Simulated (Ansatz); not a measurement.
# Zn (Zn (0001), 1 layers): a single-point run

The task is a single-point run on Zn (Zn (0001), 1 layers).

Computed with Ansatz 0.2.0 (DFT, PBE, PAW with Ansatz's default frozen-core files, scalar-relativistic, unless a step's input says otherwise).

**1. The starting structure**

It takes space group P6/mmm (No. 191, hexagonal). Conventional cell: a = 2.636 Å, b = 2.636 Å, c = 22.000 Å, α = 90.00°, β = 90.00°, γ = 120.00°. Around Zn (site symmetry 6/mmm) lie 6 Zn at 2.64 Å.

As a file:

```cif
data_structure
_symmetry_space_group_name_H-M 'P 1'
_symmetry_Int_Tables_number 1
_cell_length_a 2.6356
_cell_length_b 2.6356
_cell_length_c 22.0000
_cell_angle_alpha 90.000
_cell_angle_beta 90.000
_cell_angle_gamma 120.000
_cell_volume 132.35
loop_
_atom_site_label
_atom_site_type_symbol
_atom_site_fract_x
_atom_site_fract_y
_atom_site_fract_z
_atom_site_occupancy
Zn1 Zn 0.00000 0.00000 0.50000 1
```

**2. Input and run**

Input file input.yaml:

```yaml
crystal:
  lattice:
    - [2.6356265393, 0.0, 0.0]
    - [-1.3178132696, 2.2825195379, 0.0]
    - [0.0, 0.0, 22.0]
  atoms:
    - { symbol: Zn, position: [0.0, 0.0, 0.5] }
kpoints:
  mp_grid: { grid: [16, 16, 1] }
scf:
  occupations: { method: fixed }
  max_iter: 50
hamiltonian:
  xc: pbe
  pseudopotentials: { kind: paw }
output:
  forces: true
  stress: true
  eigenvalues: true
efield:
  axis: 3
  amplitude: 0
  dipole_correction: true
```

The run is started by

```bash
ansatz run input.yaml --threads 1 --pin off --max-ram 3584MiB --backend cpu --events-out ev --progress --plain --runs-dir out
```

**Question.** How will this run end, and is anything wrong with its input?

This run ends as converged, with warnings (band overlap at count, metallic iterate). That alone doesn't make the input a sound one.

The suspect setting: scf.occupations.method is fixed; scf.occupations.width is missing. What could go wrong: fixed occupations where they can't hold. It still converged here, which does not make the setting sound.

The test: set scf.occupations.method to fermi_dirac and scf.occupations.width to 0.08.
